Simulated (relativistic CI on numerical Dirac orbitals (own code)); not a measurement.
# Fe⁹⁺: one ion under different settings

Aim: see what numerical and physical settings do to the SCF, the total energy and the lowest levels of Fe⁹⁺.

Method: Dirac-Coulomb-Breit CI, KLI orbitals optimised for each configuration, model QED (radiative potential, 1s self-energy scaled to tabulated hydrogen-like ionisation energies), numerical settings as typed. Code: relativistic CI on numerical Dirac orbitals (own code) version 3.

### 1 Starting point

| Quantity | Value |
| --- | --- |
| ion | Fe⁹⁺ (Fe X) |
| nuclear charge | 26 |
| electrons | 17 |
| isotope | A = 56 |

### 2 Usual settings

Input settings:

```ini
atom Fe  Z=26  charge=9  electrons=17
nucleus A=56  rms_radius_fm=3.7377
hamiltonian dirac-coulomb  breit=on  qed=on  c_scale=1
orbitals kli  potential=per-configuration
slater_scale 1
correlation none
mixing on
grid step=0.0125 r_max=10.3
scf mixing=0.4 start=green max_iterations=150 tolerance=2e-08 node_fill=0.05
configurations
  [Ne] 3s2 3p5
  [Ne] 3s 3p6
end
```

Command:

```sh
> python run_levels.py task.json out
```

One command runs all members of the session, one after another, from task.json.

### 3 Grid step 0.03

Settings: those of step 2 with these lines changed.

```diff
@@ -7,3 +7,3 @@
 mixing on
-grid step=0.0125 r_max=10.3
+grid step=0.03 r_max=10.3
 scf mixing=0.4 start=green max_iterations=150 tolerance=2e-08 node_fill=0.05
```

### 4 Potential mixing 0.05, end of the grid 15.45

Settings: those of step 3 with these lines changed.

```diff
@@ -7,4 +7,4 @@
 mixing on
-grid step=0.03 r_max=10.3
-scf mixing=0.4 start=green max_iterations=150 tolerance=2e-08 node_fill=0.05
+grid step=0.0125 r_max=15.45
+scf mixing=0.05 start=green max_iterations=150 tolerance=2e-08 node_fill=0.05
 configurations
```

### 5 Speed-of-light factor 1.25

Input settings:

```ini
atom Fe  Z=26  charge=9  electrons=17
nucleus A=56  rms_radius_fm=3.7377
hamiltonian dirac-coulomb  breit=on  qed=on  c_scale=1.25
orbitals kli  potential=per-configuration
slater_scale 1
correlation none
mixing on
grid step=0.0125 r_max=10.3
scf mixing=0.4 start=green max_iterations=150 tolerance=2e-08 node_fill=0.05
configurations
  [Ne] 3s2 3p5
  [Ne] 3s 3p6
end
```

### 6 Slater scale 1.2

Settings: those of step 5 with these lines changed.

```diff
@@ -2,5 +2,5 @@
 nucleus A=56  rms_radius_fm=3.7377
-hamiltonian dirac-coulomb  breit=on  qed=on  c_scale=1.25
+hamiltonian dirac-coulomb  breit=on  qed=on  c_scale=1
 orbitals kli  potential=per-configuration
-slater_scale 1
+slater_scale 1.2
 correlation none
```

### 7 Node fill 50

Input settings:

```ini
atom Fe  Z=26  charge=9  electrons=17
nucleus A=56  rms_radius_fm=3.7377
hamiltonian dirac-coulomb  breit=on  qed=on  c_scale=1
orbitals kli  potential=per-configuration
slater_scale 1
correlation none
mixing on
grid step=0.0125 r_max=10.3
scf mixing=0.4 start=green max_iterations=70 tolerance=2e-08 node_fill=50
configurations
  [Ne] 3s2 3p5
  [Ne] 3s 3p6
end
```

(Steps that only read results are left out.)

**Question.** What will these runs give? Wanted: lowest level, usual settings; total energy; first excitation.

**Answer**, as computed:

| setting | total energy less usual (Ha) | largest shift of a level among the lowest eight of both runs, same label and place (cm⁻¹) | SCF iterations | time | lowest level | kind of change |
| --- | --- | --- | --- | --- | --- | --- |
| usual | 0 | 0 | 20 | 0.066 s | 3p5 2P°3/2 | - |
| grid step 0.03 | 0.000134 | 0.0380 | 20 | 0.034 s | 3p5 2P°3/2 | numerical |
| potential mixing 0.05, end of the grid 15.45 | 0 | 0 | 22 | 0.072 s | 3p5 2P°3/2 | numerical |
| speed-of-light factor 1.25 | 3.16 | 7980 | 20 | 0.056 s | 3p5 2P°3/2 | unphysical constant |
| Slater scale 1.2 | -2.26e-05 | 14.9 | 20 | 0.054 s | 3p5 2P°3/2 | model term |
| node fill 50 | 0.303 | 4030 | 21 | 0.054 s | 3p5 2P°3/2 | unsound |

| quantity | value |
| --- | --- |
| lowest level, usual settings | 3p5 2P°3/2 |
| total energy | -1242.0017 Ha |
| first excitation | 15865.4 cm⁻¹ |

What this shows: Among the runs whose levels can be followed, they move most under «speed-of-light factor 1.25» (unphysical constant), by up to 7980 cm⁻¹. No visible change in the result comes from «potential mixing 0.05, end of the grid 15.45». Only the listed configurations are in the model.
